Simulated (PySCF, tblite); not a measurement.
**C₃H₁₁FSi₂: geometry, infrared bands and NMR shifts**

Aim: predict the infrared bands and NMR shifts of C₃H₁₁FSi₂ (`C[SiH2]C[C@@H](F)[SiH3]`).

The runs use tblite 0.8.0 and PySCF 2.14.0, with density-fitted response routines of our own; the level of theory stands in each step. All values are computed, except where a source is named. Atoms count from 0, in the outputs and in this text.

## 1. The molecule as given

17 atoms, charge 0, multiplicity 1; geometry from: force field or distance geometry start.

Bonds of the start (Å): C0–Si1 1.89, Si1–C2 1.85, C2–C3 1.50, C3–F4 1.40, C3–Si5 1.88, C0–H6 1.12, C0–H7 1.13, C0–H8 1.10, Si1–H9 1.45, Si1–H10 1.48, C2–H11 1.12, C2–H12 1.11, C3–H13 1.10, Si5–H14 1.46, Si5–H15 1.45, Si5–H16 1.48.

## 2. Geometry optimisation with GFN2-xTB

The job: settings as JSON, then the geometry in Å.

```
{"job": {"kind": "relax", "xc": "GFN2-xTB", "basis": "xTB"}, "charge": 0, "multiplicity": 1}
C      2.618100     0.183700     0.712800
Si     1.414000    -0.923600    -0.224000
C     -0.080900     0.099000    -0.579000
C     -1.269900    -0.388100     0.191400
F     -0.975500    -0.313200     1.553900
Si    -2.692300     0.766400    -0.227100
H      3.580900     0.276400     0.153200
H      2.152000     1.208000     0.820500
H      2.822200    -0.287800     1.689300
H      1.956300    -1.417500    -1.473900
H      1.095000    -2.053200     0.674400
H     -0.292100    -0.029600    -1.674000
H      0.135000     1.165900    -0.356000
H     -1.500100    -1.441300    -0.039800
H     -3.905500     0.287800     0.437000
H     -2.783800     0.790400    -1.671400
H     -2.280500     2.088600     0.301800
```

Started as:

```console
> OMP_NUM_THREADS=1 python probes_run.py task.json out
```

One launch serves the whole session: the jobs run in the order shown.

**Question.** This job is followed by: GFN2-xTB harmonic vibrations, gas phase; GIAO PBE0/pcSseg-1 NMR shielding, non-relativistic, gas phase. What will the session give for the following? strongest single infrared mode (GFN2-xTB); zero-point energy (GFN2-xTB); ¹³C shifts against TMS (PBE0/pcSseg-1); ¹H shifts against TMS (PBE0/pcSseg-1, means over atoms taken as alike); ²⁹Si shifts against TMS (PBE0/pcSseg-1); ¹⁹F shifts against CFCl3 (PBE0/pcSseg-1).

**Answer**, as computed:

| quantity | value |
| --- | --- |
| strongest single infrared mode (GFN2-xTB) | 2205 cm⁻¹, 449 km/mol |
| zero-point energy (GFN2-xTB) | 77.4 kcal/mol |
| ¹³C shifts against TMS (PBE0/pcSseg-1) | 91.5, 21.9, -4.5 ppm |
| ¹H shifts against TMS (PBE0/pcSseg-1, means over atoms taken as alike) | 5.14, 4.33, 4.27, 3.91, 1.36, 0.80, 0.34 ppm |
| ²⁹Si shifts against TMS (PBE0/pcSseg-1) | -37.6, -66.5 ppm |
| ¹⁹F shifts against CFCl3 (PBE0/pcSseg-1) | -240.1 ppm |

In words: The optimisation took 154 steps and gained 0.411 eV; among the close pairs (by a distance rule), Si1–C2 changed most, from 1.846 to 1.915 Å. No mode is imaginary among the 45: a minimum at this level. The strongest single mode, at 2205 cm⁻¹, moves mainly H9. GFN2-xTB is a fitted tight-binding method: band positions and strengths are rough. Its intensities can rank the bands wrongly. The most deshielded carbon is C3 (sp3 CH bonded to F and Si), at 91.5 ppm: pulled downfield by the heteroatom. H13 (hydrogen on an sp3 CH bonded to F and Si) lies farthest downfield among hydrogen, at 5.14 ppm; its carbon carries F, hence the downfield position. At PBE0/pcSseg-1: Shielding is most anisotropic at C3 (span 113 ppm, paramagnetic term -150 ppm).
